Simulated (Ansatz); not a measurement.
Below is the output of a Python script on Ansatz 0.2.0 through its Python package that makes a geometry optimisation of C2H7NSi, SMILES NC=C[SiH3]. Write a script that gives it. Level of theory: r2SCAN, 6-31G* basis, multiplicity 1, D3BJ dispersion.

`c2h7nsi.xyz`
```text
11

N    -1.20850    1.35650    1.20540
C    -0.21500    0.70530    0.64680
C    -0.35310   -0.32790   -0.20040
Si    1.14670   -1.26300   -0.91290
H    -2.14090    1.25800    0.69510
H    -1.05540    2.39960    1.36500
H     0.78580    1.08660    0.97770
H    -1.25650   -0.67770   -0.49280
H     1.03590   -2.66350   -0.39720
H     2.37320   -0.66450   -0.49780
H     0.95330   -1.26640   -2.36820
```

```console
$ python run_opt.py
DeckWarning: the engine holds no damping parameters fitted to this dispersion correction and functional, so the run takes those fitted to r2scan beside the three-body term, which d3bj leaves out (hamiltonian.dispersion, under Limitations)
E = -11551.481558 eV = -424.5091174 Ha
converged: True  doubts: none
pair        before    after (A)
N0-C1        1.3127   1.3787
N0-H4        1.0675   1.0127
N0-H5        1.0663   1.0108
C1-C2        1.3433   1.3541
C1-H6        1.1209   1.0916
C2-Si3       1.9056   1.8425
C2-H7        1.0119   1.0943
Si3-H8       1.4965   1.4951
Si3-H9       1.4265   1.4936
Si3-H10      1.4681   1.4950
dipole moment 3.213 D
Mulliken: [('N', -0.751), ('C', 0.049), ('C', -0.407), ('Si', 0.341), ('H', 0.349), ('H', 0.351), ('H', 0.17), ('H', 0.154), ('H', -0.084), ('H', -0.089), ('H', -0.085)]
```
(Warnings from the package without file and line.)

The script that was run (others could print the same):

Script `run_opt.py`:
```python
# -*- coding: utf-8 -*-
import itertools

import ansatz as az
from ase.data import atomic_numbers, covalent_radii
import numpy as np


def main():
    system = az.Crystal.molecule_from_extxyz("c2h7nsi.xyz")

    base = (
        system.calculation()
        .basis(gaussian="6-31G*")
        .functional("r2SCAN", dispersion="d3bj")
    )
    symbols = [site.symbol for site in system.cartesian_sites]
    start = np.array([site.position_ang for site in system.cartesian_sites], dtype=float)
    summary = base.relax(force_tolerance=0.005, max_steps=100).run(threads=1, pin="off").report
    end = np.array(summary["positions_ang"])

    print(f"E = {summary['free_energy_ev']:.6f} eV = {summary['free_energy_ev'] / 27.211386246:.7f} Ha")
    print("converged:", summary["converged"], " doubts:", summary["published_state_doubts"] or "none")

    radius = [covalent_radii[atomic_numbers[s]] for s in symbols]
    span = lambda where, i, j: np.linalg.norm(where[i] - where[j])
    bonded = [(i, j) for i, j in itertools.combinations(range(len(symbols)), 2) if min(span(start, i, j), span(end, i, j)) < 1.2 * (radius[i] + radius[j])]
    print("pair        before    after (A)")
    for i, j in bonded:
        print(f"{symbols[i]}{i}-{symbols[j]}{j}".ljust(10), f"{span(start, i, j):8.4f} {span(end, i, j):8.4f}")

    charges = summary["charge_distribution"]
    print("dipole moment", round(4.803205 * float(np.linalg.norm(charges["dipole_moment_e_ang"])), 3), "D")
    print("Mulliken:", [(s, round(q, 3)) for s, q in zip(symbols, charges["mulliken_charges_e"])])
    with open("c2h7nsi_opt.xyz", "w") as handle:
        handle.write(f"{len(symbols)}\nrelaxed C2H7NSi\n")
        handle.writelines(f"{s:2s} {x:11.6f} {y:11.6f} {z:11.6f}\n" for s, (x, y, z) in zip(symbols, end))


if __name__ == "__main__":
    main()
```

Notes:
- The settings weren't tested for convergence.
- The end point is the stationary point reached from this start; no frequency run checks that it is a minimum, and the basis set is modest.
- A dispersion term here runs with damping parameters fitted for another variant or functional.
- Timing: 26 s on 1 thread of INTEL(R) XEON(R) PLATINUM 8581C CPU @ 2.30GHz (Emerald Rapids), on a shared host, peak memory 0.26 GiB.
